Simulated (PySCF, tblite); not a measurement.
# C3H9AsBN: geometry, infrared bands and NMR shifts

Aim: predict the infrared bands and NMR shifts of C3H9AsBN (`C[C@@H]1C[AsH]BN1`).

Programs: tblite 0.8.0 and PySCF 2.14.0, with density-fitted response routines of our own. Each step states its level of theory. These are calculated values for one molecule in the gas phase, unless marked as measured. Atoms are numbered from 0 throughout.

### Step 1. The molecule as given

15 atoms, charge 0, multiplicity 1; geometry from: force field or distance geometry start.

Bonds of the start (Å): C0–C1 1.52, C1–C2 1.54, C2–As3 1.96, As3–B4 2.01, B4–N5 1.52, N5–C1 1.46, C0–H6 1.11, C0–H7 1.11, C0–H8 1.11, C1–H9 1.13, C2–H10 1.11, C2–H11 1.12, As3–H12 1.58, B4–H13 1.19, N5–H14 1.04.

### Step 2. Geometry optimisation with GFN2-xTB

The job: settings as JSON, then the geometry in Å.

```
{"job": {"kind": "relax", "xc": "GFN2-xTB", "basis": "xTB"}, "charge": 0, "multiplicity": 1}
C     -1.786300    -0.572300    -0.086900
C     -0.313300    -0.319600     0.164200
C     -0.039500     1.149500     0.520900
As     1.886400     1.495400     0.424700
B      1.820100    -0.025700    -0.885000
N      0.467700    -0.716900    -1.008500
H     -2.392100    -0.273500     0.799700
H     -2.132700     0.022600    -0.960000
H     -1.964600    -1.650900    -0.286200
H     -0.007700    -0.945700     1.054500
H     -0.430500     1.389300     1.532500
H     -0.551400     1.814600    -0.219200
H      2.159000     0.510200     1.631200
H      2.635000    -0.131400    -1.748200
H      0.645500    -1.737700    -0.955500
```

The run is started by

```bash
$ OMP_NUM_THREADS=1 python probes_run.py task.json out
```

One launch serves the whole session: the jobs run in the order shown.

**Question.** This job is followed by: GFN2-xTB harmonic vibrations, gas phase; GIAO PBE0/pcSseg-1 NMR shielding, non-relativistic, gas phase. What will the session give for the following? strongest single infrared mode (GFN2-xTB); zero-point energy (GFN2-xTB); 13C shifts against TMS (PBE0/pcSseg-1); 1H shifts against TMS (PBE0/pcSseg-1, means over atoms taken as alike); 75As shifts against AsH3 (PBE0/pcSseg-1); 11B shifts against BF3·OEt2 (PBE0/pcSseg-1); 15N shifts against NH3 (PBE0/pcSseg-1).

**Answer**, as computed:

| quantity | value |
| --- | --- |
| strongest single infrared mode (GFN2-xTB) | 1777 cm⁻¹, 873 km/mol |
| zero-point energy (GFN2-xTB) | 74.4 kcal/mol |
| 13C shifts against TMS (PBE0/pcSseg-1) | 64.0, 32.0, 26.6 ppm |
| 1H shifts against TMS (PBE0/pcSseg-1, means over atoms taken as alike) | 5.76, 5.40, 3.91, 2.86, 2.01, 1.36, 0.99 ppm |
| 75As shifts against AsH3 (PBE0/pcSseg-1) | 327 ppm |
| 11B shifts against BF3·OEt2 (PBE0/pcSseg-1) | 46.1 ppm |
| 15N shifts against NH3 (PBE0/pcSseg-1) | 177.5 ppm |

Relaxing lowered the energy by 0.980 eV in 60 steps; the close pair that moved most is B4–N5, from 1.524 to 1.375 Å. No mode is imaginary among the 39: a minimum at this level. The strongest single mode, at 1777 cm⁻¹, moves mainly H12. GFN2-xTB is a fitted tight-binding method: band positions and strengths are rough. Its intensities can rank the bands wrongly. The most deshielded carbon is C1 (sp3 CH bonded to N), at 64.0 ppm: pulled downfield by the heteroatom. At PBE0/pcSseg-1: Shielding is most anisotropic at As3 (span 411 ppm, paramagnetic term -1216 ppm). Spin-orbit coupling is left out, which matters for shieldings and couplings at and beside the heavy atoms.
